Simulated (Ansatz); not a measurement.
Here is an Ansatz input file for ZrHg, space group P4/mmm. Write the same calculation for the Python package.

```yaml
crystal:
  lattice:
    - [3.147, 0.0, 0.0]
    - [0.0, 3.147, 0.0]
    - [0.0, 0.0, 4.17]
  atoms:
    - { symbol: Zr, position: [0.5, 0.5, 0.5] }
    - { symbol: Hg, position: [0.0, 0.0, 0.0] }
basis:
  ecutwfc: 550.0
kpoints:
  mp_grid: { grid: [7, 7, 5] }
hamiltonian:
  xc: r2scan
scf:
  occupations: { method: fermi_dirac, width: 0.15 }
output:
  populations: true
  eigenvalues: true
```

Launched from the shell:
```console
$ ansatz run input.yaml --threads 1 --pin off --max-ram 3072MiB --backend cpu --events-out ev --progress --plain --runs-dir out
Engine: ansatz 0.2.0, aarch64-unknown-linux-gnu
Pseudopotentials: kind: paw
Pseudopotential: Zr, paw, valence charge 12, recommended cutoff 500 eV (meta_gga), Zr.paw.azcp
Pseudopotential: Hg, paw, valence charge 20, recommended cutoff 500 eV (meta_gga), Hg.paw.azcp
Functional definition: r2SCAN
  parameter k0 = 0.174
  parameter k1 = 0.065
  parameter a1 = 4.9479
  exchange = r2scan_x(k0 = k0, k1 = k1, a1 = a1)
  correlation = r2scan_c
Crystal: 2 atoms, lattice volume = 41.298 Å³
Basis set: ecut = 550 eV, 1183 PW (Γ), exchange–correlation on 100×100×128 points (64 copies of the dense FFT grid, shifted against one another)
Bands: 20, of which v1, the nominal top of the filled ones, is band 16 counted from 1 (15 counted from 0)
Symmetry: 16 space group operations
Space group: P4/mmm (ITA 123), of the structure as read, at distance tolerance 3.5e-5 Å
k-points: 30 of 245
Non-local potential: Zr, projectors of the file, l = 0: 3, l = 1: 2, l = 2: 2, l = 3: 2
Non-local potential: Hg, projectors of the file, l = 0: 3, l = 1: 2, l = 2: 2, l = 3: 1
PAW form: soft (Blöchl's): semilocal exchange-correlation on the pseudo side does not see the compensation charge
PAW frozen core: Zr, regenerated for the run's functional (the file was generated under x = pbe(κ = 0.804, μ = 0.2195149727645171), c = pbe(β = 0.06672455060314922))
PAW frozen core: Hg, regenerated for the run's functional (the file was generated under x = pbe(κ = 0.804, μ = 0.2195149727645171), c = pbe(β = 0.06672455060314922))
PAW one-centre angular grid: Zr, 590 points (default); XC on 160 Gauss nodes
PAW one-centre angular grid: Hg, 590 points (default); XC on 160 Gauss nodes
Initial density: superposition of atomic densities (neutral atoms: chi_scale 0, normalization atom), corrected by the library's trained network
Initial wavefunctions: pseudopotential atomic-orbital guess
Functional: x = r2scan, c = r2scan; τ floored in thin density (d = 2e-4 eV/Å³)
SCF iter   1: F=—  HF=-18023.359785 eV  |F-HF|=—  |Δ(HF+E_count)|=         —  Δρ=8.79e-3  dr2=4.72e-2  dr2_τ=1.45e-2  ethr=1.77e-3  ⟨swp⟩=4.4  Hψ=2308  notcnv=0
preconditioner: auto → Kerker (q_TF=auto, 2.615 Å⁻¹)  [metal: Δε(μ)=0.124 eV  Ē_g=8.896 eV  σ=0.150 eV  W_gap=0.20  n_scr=14 (ndim 8)  ℏωp=23.1 eV  f_vac=0.000  D(μ)=1.89/eV (n_scr^D=18)]
SCF iter   2: F=—  HF=-18023.386405 eV  |F-HF|=—  |Δ(HF+E_count)|=   2.66e-2  Δρ=4.97e-3  dr2=1.47e-2  dr2_τ=6.63e-4  ethr=1.47e-4  ⟨swp⟩=2.8  Hψ=1242  notcnv=0
SCF iter   3: F=—  HF=-18023.384484 eV  |F-HF|=—  |Δ(HF+E_count)|=   1.92e-3  Δρ=1.13e-3  dr2=6.64e-4  dr2_τ=7.11e-5  ethr=4.60e-5  ⟨swp⟩=2.2  Hψ=873  notcnv=0
SCF iter   4: F=—  HF=-18023.384640 eV  |F-HF|=—  |Δ(HF+E_count)|=   1.56e-4  Δρ=4.05e-4  dr2=1.29e-4  dr2_τ=3.14e-6  ethr=2.07e-6  ⟨swp⟩=2.5  Hψ=890  notcnv=0
SCF iter   5: F=—  HF=-18023.384683 eV  |F-HF|=—  |Δ(HF+E_count)|=   4.26e-5  Δρ=1.26e-4  dr2=6.55e-6  dr2_τ=3.70e-7  ethr=4.03e-7  ⟨swp⟩=2.0  Hψ=872  notcnv=0
SCF iter   6: F=—  HF=-18023.384693 eV  |F-HF|=—  |Δ(HF+E_count)|=   9.90e-6  Δρ=4.30e-5  dr2=1.12e-6  dr2_τ=7.04e-8  ethr=2.05e-8  ⟨swp⟩=2.0  Hψ=874  notcnv=0
SCF iter   7: F=-18023.384694 eV  HF=-18023.384694 eV  |F-HF|=3.00e-8  |Δ(HF+E_count)|=   8.47e-7  Δρ=1.07e-5  dr2=4.39e-8  dr2_τ=5.25e-9  ethr=3.13e-10  ⟨swp⟩=1.1  Hψ=1652  notcnv=0
SCF 1 converged in 7 iterations: F = -18023.384694 eV  dr2 = 4.39e-8
  greatest PAW one-centre occupation: 1.002 electrons in one spin orbital (limit 2), on the Hg atom at site 1 (counted from 0), in its partial waves of l = 0
SCF converged after 7 iterations
Free energy (F): -18023.384694 eV
Harris-Foulkes:  -18023.384694 eV  (|F-HF|=3.00e-8)
Internal energy: -18023.245501 eV  (E = F + TS)
E sigma→0 (E₀):  -18023.315097 eV
Entropy (-TS):   -0.139193 eV (-69.597 meV/atom)
Fermi energy:    17.017539 eV
--- Per-component energies (eV) ---
  E_band       = -451.733723
  E_kinetic    = 937.543097
  E_local      = -3067.348158  (includes V_loc(G=0)·N_el)
  E_nonlocal   = 150.121645
  E_hartree    = 1268.375390
  E_xc         = -365.874520
  E_vxc        = -504.117262  (∫ρ·V_xc dr)
  E_paw        = -12939.949225  (= ΣΔE_a)
  E_vpaw       = -537.541923  (= ΣTr[D̂ρ^β])
  E_aug_tail   = 0.000333  (compensation charges beyond the density's cutoff)
  E_vtau       = 32.865093  (kinetic-family band-sum trace: ∫τ·v_τ [+ j·A + Jᵃ·Aᵃ] dr)
  E_ewald      = -4005.800394
  E_core_change = -0.313669  (= ΣΔE_core)
  E_smearing   = -0.139193  (= −TS)
  E_closure    = 0.000000  (closes the sum)
  Σ components = -18023.384694   (vs F -18023.384694, Δ=0.00e0)
--- Band table (eV; the first three rows and the last of 30) ---
  k-point 0: bands = ["-100.9858", "-48.7680", "-48.7567", "-48.7567", "-33.6948", "-11.1738", "-10.6581", "-10.6581", "7.5885", "8.1675", "8.5275", "9.4032", "9.4032", "9.8254", "16.0791", "16.4795", "18.6023", "20.5384", "20.5384", "21.6485"]
  k-point 1: bands = ["-100.9858", "-48.7682", "-48.7567", "-48.7567", "-33.6938", "-11.1961", "-10.6586", "-10.6586", "7.8789", "8.2000", "8.8263", "9.4336", "9.4336", "9.8315", "15.1514", "15.9432", "18.5280", "19.8727", "19.8727", "21.6026"]
  k-point 2: bands = ["-100.9858", "-48.7685", "-48.7567", "-48.7567", "-33.6921", "-11.2317", "-10.6593", "-10.6593", "8.2397", "8.2540", "9.4843", "9.4843", "9.8413", "9.9065", "12.8355", "15.7287", "18.5202", "19.1145", "19.1145", "21.5293"]
  k-point 29: bands = ["-100.9845", "-48.7816", "-48.7816", "-48.7640", "-33.5739", "-11.1983", "-11.1958", "-11.0731", "8.4737", "8.8117", "8.8371", "9.5982", "10.2624", "13.6825", "14.5436", "15.1273", "18.2223", "19.9021", "21.5691", "22.1959"]
--- Löwdin populations: 2 sites ---
  site symbol       q [e]
     0     Zr     12.3621
     1     Hg     19.0767
  spilling = 0.017539 (of n_electrons = 32.000000)
```

`zrhg.py`:
```python
"""Single point of ZrHg."""

from pathlib import Path

import ansatz as az
from pymatgen.core import Structure
from pymatgen.symmetry.analyzer import SpacegroupAnalyzer

lattice = az.Lattice.of(
    [3.147, 0.0, 0.0],
    [0.0, 3.147, 0.0],
    [0.0, 0.0, 4.17],
)
sites = [
    ("Zr", [0.5, 0.5, 0.5]),
    ("Hg", [0.0, 0.0, 0.0]),
]
zrhg = az.Crystal(lattice=lattice)
for symbol, position in sites:
    zrhg = zrhg.atom(symbol, position)

# settings of the run
calc = (
    zrhg.calculation()
    .functional("r2SCAN")
    .basis(550)
    .kpoints(7, 7, 5)
    .occupations("Fermi-Dirac", width=0.15)
    .compute(populations=True, band_table=True)
)
def show(event):
    row = event["data"]
    if event["event"] == "scf_iter" and row.get("harris_foulkes_ev") is not None:
        print(f"  iteration {row['iter']:3d}  Harris-Foulkes {row['harris_foulkes_ev']:.5f} eV  residual {row['dr2_ev']:.2e}")


out = calc.session().plan().execute(on_event=show)
r = out.report

energy = r["free_energy_ev"]
print("ZrHg: {:.6f} eV = {:.6f} Ry = {:.6f} Ha".format(energy, energy / 13.605693, energy / 27.211386))
print("Fermi level {:.4f} eV, {} k-points, {} symmetry operations".format(r["fermi_energy_ev"], r["n_kpoints"], r["n_symmetry_ops"]))

files = Path(out.write_results("tables"))
print((files / "populations.tsv").read_text())

print(len(r["kpoints_frac"]), "irreducible k-points (fractions, weight)")
for k, weight in list(zip(r["kpoints_frac"], r["kweights"]))[:12]:
    print("  {:8.4f} {:8.4f} {:8.4f}".format(*k), f"{weight:10.6f}")

fermi = r["fermi_energy_ev"]
print("levels less the Fermi level (eV) at the first k-points")
for k, levels in list(zip(r["kpoints_frac"], r["eigenvalues_ev"]))[:6]:
    print("k = ({:.3f}, {:.3f}, {:.3f})".format(*k))
    print("   ", " ".join(f"{e - fermi:.3f}" for e in levels))

final = Structure(out.lattice.cell_ang, [s.symbol for s in out.lattice.sites], [s.position_frac for s in out.lattice.sites])
analyser = SpacegroupAnalyzer(final, symprec=0.01)
standard = analyser.get_conventional_standard_structure()
print(analyser.get_crystal_system(), analyser.get_space_group_symbol(), len(standard), "atoms in the conventional cell")
print("a b c (A):", [round(x, 4) for x in standard.lattice.abc], " angles:", [round(x, 2) for x in standard.lattice.angles])
print(f"mass density {float(final.density):.3f} g/cm^3")

used = r["setup"]
print("cutoffs (eV):", used["ecut_ev"], used["ecutrho_ev"], " FFT grid:", used["fft_dense"])
print("cell volume {:.3f} A^3, {} symmetry operations".format(used["cell_volume_ang3"], used["n_sym_ops"]))
```

```console
$ python zrhg.py
  iteration   1  Harris-Foulkes -18023.35978 eV  residual 4.72e-02
  iteration   2  Harris-Foulkes -18023.38641 eV  residual 1.47e-02
  iteration   3  Harris-Foulkes -18023.38448 eV  residual 6.64e-04
  iteration   4  Harris-Foulkes -18023.38464 eV  residual 1.29e-04
  iteration   5  Harris-Foulkes -18023.38468 eV  residual 6.55e-06
  iteration   6  Harris-Foulkes -18023.38469 eV  residual 1.12e-06
  iteration   7  Harris-Foulkes -18023.38469 eV  residual 4.39e-08
ZrHg: -18023.384694 eV = -1324.694354 Ry = -662.347177 Ha
Fermi level 17.0175 eV, 30 k-points, 16 symmetry operations
# site	symbol	l	j	q
# orbitals = lowdin
# n_electrons = 32.000000
# spilling = 0.017539
0	Zr	0_4S	-	1.967885
0	Zr	0_5S	-	0.936714
0	Zr	1_4P	-	5.986476
0	Zr	2_4D	-	3.470995
1	Hg	0_5S	-	1.978423
1	Hg	0_6S	-	1.272396
1	Hg	1_5P	-	5.993568
1	Hg	2_5D	-	9.832288

30 irreducible k-points (fractions, weight)
    0.0000   0.0000   0.0000   0.004082
    0.0000   0.0000   0.2000   0.008163
    0.0000   0.0000   0.4000   0.008163
    0.0000   0.1429   0.0000   0.016327
    0.0000   0.1429   0.2000   0.032653
    0.0000   0.1429   0.4000   0.032653
    0.0000   0.2857   0.0000   0.016327
    0.0000   0.2857   0.2000   0.032653
    0.0000   0.2857   0.4000   0.032653
    0.0000   0.4286   0.0000   0.016327
    0.0000   0.4286   0.2000   0.032653
    0.0000   0.4286   0.4000   0.032653
levels less the Fermi level (eV) at the first k-points
k = (0.000, 0.000, 0.000)
    -118.003 -65.785 -65.774 -65.774 -50.712 -28.191 -27.676 -27.676 -9.429 -8.850 -8.490 -7.614 -7.614 -7.192 -0.938 -0.538 1.585 3.521 3.521 4.631
k = (0.000, 0.000, 0.200)
    -118.003 -65.786 -65.774 -65.774 -50.711 -28.214 -27.676 -27.676 -9.139 -8.817 -8.191 -7.584 -7.584 -7.186 -1.866 -1.074 1.510 2.855 2.855 4.585
k = (0.000, 0.000, 0.400)
    -118.003 -65.786 -65.774 -65.774 -50.710 -28.249 -27.677 -27.677 -8.778 -8.764 -7.533 -7.533 -7.176 -7.111 -4.182 -1.289 1.503 2.097 2.097 4.512
k = (0.000, 0.143, 0.000)
    -118.003 -65.785 -65.780 -65.774 -50.700 -28.179 -27.806 -27.665 -9.073 -8.638 -8.351 -7.731 -7.584 -7.296 -0.805 -0.277 0.576 3.472 3.834 4.776
k = (0.000, 0.143, 0.200)
    -118.003 -65.785 -65.780 -65.774 -50.699 -28.199 -27.805 -27.665 -8.907 -8.565 -8.105 -7.640 -7.571 -7.296 -1.739 -0.765 0.816 2.885 3.640 4.056
k = (0.000, 0.143, 0.400)
    -118.003 -65.786 -65.780 -65.774 -50.698 -28.231 -27.803 -27.666 -8.754 -8.410 -7.822 -7.542 -7.304 -6.946 -3.710 -0.914 1.268 2.205 2.343 4.092
tetragonal P4/mmm 2 atoms in the conventional cell
a b c (A): [3.147, 3.147, 4.17]  angles: [90.0, 90.0, 90.0]
mass density 11.733 g/cm^3
cutoffs (eV): 550.0 2200.0  FFT grid: [25, 25, 32]
cell volume 41.298 A^3, 16 symmetry operations
```

What to keep in mind:
- Absolute energies stand on the zero of these potentials, so only differences at equal settings mean something. A total without «per atom» is that of the cell as typed.
- The computed bands are complete only to about 3.4 eV above the Fermi level.
- For a metal this k-point mesh is coarse: on a finer one energies can move by several to tens of meV an atom and pressures by half a GPa or more, differences at one mesh by less.
- Only differences from the Fermi energy are physical; the zero of the scale is a convention.
- A Fermi-Dirac width this large means warm electrons, whose thermal share enters the free energy.
- The structure is a deposited one; some such entries were measured under pressure or heat, so a shift against it needn't be the functional's error alone.
- Gaps and levels are Kohn-Sham values on a finite set of k-points, without spin-orbit coupling.
- The whole script took 5.5 s on 1 thread of Arm Neoverse V1 (shared host), peak memory 0.48 GiB.

(Lines on the test bed's own set-up are left out of the output.)
